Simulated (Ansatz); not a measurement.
**CH6OSSi2: small, medium and large basis sets**

Aim: see how fast density functionals converge with the basis set for CH6OSSi2.

Method: one geometry, several basis sets; program: Ansatz 0.2.0, Gaussian basis.

Levels to be run: PBE0-D4/def2-SVP; ωB97M-V/def2-SVP; PBE0-D4/def2-QZVPP; ωB97M-V/def2-QZVPP; the functionals' def2-TZVPP values are taken from earlier runs.

## Step 1: Structure used throughout

An earlier PBE0-D4 in a triple-zeta def2 set relaxation fixed the geometry.

SMILES `C1O[SiH2][SiH2]S1`, 11 atoms, charge 0, spin multiplicity 1.

Atoms are counted from 1 here; the program's logs count them from 0.

Bond lengths: C1–O2 1.392 Å, C1–S5 1.848 Å, C1–H6 1.094 Å, C1–H7 1.091 Å, O2–Si3 1.663 Å, Si3–Si4 2.344 Å, Si3–H8 1.482 Å, Si3–H9 1.489 Å, Si4–S5 2.139 Å, Si4–H10 1.488 Å, Si4–H11 1.484 Å. Angles: O2–C1–S5 114.3°, O2–C1–H6 111.3°, O2–C1–H7 108.9°, S5–C1–H6 108.2°, S5–C1–H7 104.7°, H6–C1–H7 109.2°, C1–O2–Si3 119.9°, O2–Si3–Si4 97.9°, O2–Si3–H8 107.8°, O2–Si3–H9 110.7°, Si4–Si3–H8 117.3°, Si4–Si3–H9 113.2°, H8–Si3–H9 109.1°, Si3–Si4–S5 93.1°, Si3–Si4–H10 114.7°, Si3–Si4–H11 116.7°, S5–Si4–H10 114.0°, S5–Si4–H11 108.9° and more.

## Step 2: PBE0-D4 in def2-SVP

in.yaml

```yaml
crystal:
  periodic: [false, false, false]
  atoms:
    - {symbol: C, position_ang: [-0.806082, 1.406237, 0.194877]}
    - {symbol: O, position_ang: [-0.902661, 0.363460, 1.111786]}
    - {symbol: Si, position_ang: [0.172306, -0.903888, 1.042388]}
    - {symbol: Si, position_ang: [0.705791, -0.749070, -1.235045]}
    - {symbol: S, position_ang: [-0.662701, 0.860820, -1.565291]}
    - {symbol: H, position_ang: [0.043952, 2.056475, 0.421191]}
    - {symbol: H, position_ang: [-1.725440, 1.992344, 0.229517]}
    - {symbol: H, position_ang: [-0.536584, -2.124623, 1.494037]}
    - {symbol: H, position_ang: [1.336940, -0.657149, 1.937025]}
    - {symbol: H, position_ang: [2.125537, -0.404674, -1.519526]}
    - {symbol: H, position_ang: [0.314442, -1.896932, -2.090558]}
basis:
  gaussian: {orbitals: def2-SVP}
hamiltonian: {xc: pbe0, dispersion: d4}
output: {orbitals: {seedname: orbitals}}
```

Run with:

```sh
$ ansatz run in.yaml --threads 4 --pin off --events-out ev --progress --plain --max-ram 10444MiB
```

The runs that follow: ωB97M-V in def2-SVP; PBE0-D4 in def2-QZVPP; ωB97M-V in def2-QZVPP.

Q: Predict the results of all the runs planned. Wanted: PBE0-D4: double and triple zeta above quadruple; ωB97M-V: double and triple zeta above quadruple.

As calculated:

```
                                       quantity           value
PBE0-D4: double and triple zeta above quadruple  14.18, 1.04 eV
ωB97M-V: double and triple zeta above quadruple  14.22, 0.98 eV
```

For PBE0-D4 the step from double to triple zeta gains 13.14 eV and the next only 1.04 eV. These are total energies; as a rule much of such shifts cancels in differences, which this series doesn't test. The LUMO of ωB97M-V is positive and keeps falling with the basis (1.43 to 0.70 eV): an unbound level that the basis holds in place.
